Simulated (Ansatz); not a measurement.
# C2H5BClN: a ladder of functionals and wavefunction methods

An exercise on one series of results from a longer session: the logs are not shown, and one member is left open.

Method: functionals in def2-TZVPP, the program's frozen cores in correlated methods; program: Ansatz 0.2.0, Gaussian basis.

Levels to be run: LDA (SPW92), PBE-D4, revPBE-D4, BLYP-D4, r2SCAN-D4, B97M-V, PBE0-D4, B3LYP-D4, r2SCANh-D4, r2SCAN0-D4, HSE06-D4, BHLYP-D4, CAM-B3LYP-D4, LC-ωPBE, ωB97X-V, ωB97M-V, B2PLYP, PBE-QIDH; CCSD(T)/def2-SVP; CCSD(T)/def2-TZVPP; MP2/def2-QZVPP; extrapolation to the limit; RPA on PBE.

### The geometry

An earlier PBE0-D4 in a triple-zeta def2 set relaxation fixed the geometry.

10 atoms, charge 0, spin multiplicity 1.

Atoms are counted from 1 here; the program's logs count them from 0.

Bond lengths: B1–N2 1.361 Å, B1–H6 1.197 Å, B1–H7 1.197 Å, N2–C3 1.228 Å, C3–C4 1.490 Å, C3–Cl5 1.768 Å, C4–H8 1.092 Å, C4–H9 1.089 Å, C4–H10 1.092 Å. Angles: N2–B1–H6 118.8°, N2–B1–H7 118.8°, H6–B1–H7 122.4°, B1–N2–C3 176.8°, N2–C3–C4 127.0°, N2–C3–Cl5 120.2°, C4–C3–Cl5 112.9°, C3–C4–H8 109.9°, C3–C4–H9 109.8°, C3–C4–H10 109.9°, H8–C4–H9 109.9°, H8–C4–H10 107.4°, H9–C4–H10 109.9°.

The first run:

Input file in.yaml:

```yaml
crystal:
  periodic: [false, false, false]
  atoms:
    - {symbol: B, position_ang: [-1.413995, 1.423444, -0.716049]}
    - {symbol: N, position_ang: [-0.474629, 0.469534, -0.470594]}
    - {symbol: C, position_ang: [0.378604, -0.400357, -0.317155]}
    - {symbol: C, position_ang: [0.924520, -0.901365, 0.975425]}
    - {symbol: Cl, position_ang: [1.093795, -1.200998, -1.721269]}
    - {symbol: H, position_ang: [-2.563780, 1.097884, -0.776342]}
    - {symbol: H, position_ang: [-1.061649, 2.559692, -0.844254]}
    - {symbol: H, position_ang: [2.005257, -0.748667, 1.006052]}
    - {symbol: H, position_ang: [0.451801, -0.375770, 1.803394]}
    - {symbol: H, position_ang: [0.743276, -1.974497, 1.063793]}
basis:
  gaussian: {orbitals: def2-TZVPP}
hamiltonian: {xc: lda}
output: {orbitals: {seedname: orbitals}}
```

On the command line:

```
$ ansatz run in.yaml --threads 4 --pin off --events-out ev --progress --plain --max-ram 10444MiB
```

Among the steps run: LDA; PBE-D4 (GGA); revPBE-D4 (GGA); BLYP-D4 (GGA); r2SCAN-D4 (meta-GGA); B97M-V (meta-GGA); B3LYP-D4 (hybrid); r2SCANh-D4 (hybrid); r2SCAN0-D4 (hybrid); HSE06-D4 (hybrid); BHLYP-D4 (hybrid); CAM-B3LYP-D4 (range-separated); LC-ωPBE (range-separated); ωB97X-V (range-separated); ωB97M-V (range-separated); B2PLYP (double hybrid); PBE-QIDH (double hybrid).

One of the session's tables, all rows but one given; the rest of the session is left out.

It belongs to the step «Orbital energies across the functionals». 

```
  functional  HOMO (eV)  gap (eV)
 LDA (SPW92)      -7.02      5.10
      PBE-D4      -6.93      5.20
   revPBE-D4      -6.89      5.24
     BLYP-D4      -6.81      5.23
   r2SCAN-D4      -7.18      5.66
      B97M-V      -7.24      5.81
     PBE0-D4      -8.17      7.48
    B3LYP-D4      -7.97      7.05
  r2SCANh-D4      -7.64      6.49
  r2SCAN0-D4      -8.34      7.76
    HSE06-D4      -7.78      6.70
    BHLYP-D4      -9.33      9.71
CAM-B3LYP-D4      -9.52      9.95
     LC-ωPBE          ?         ?
     ωB97X-V     -10.50     12.00
     ωB97M-V     -10.36     11.63
```

Q: Estimate the row for LC-ωPBE from the others.

**Answer.** HOMO (eV): -10.87; gap (eV): 12.47. In the column «HOMO (eV)» it is the lowest.
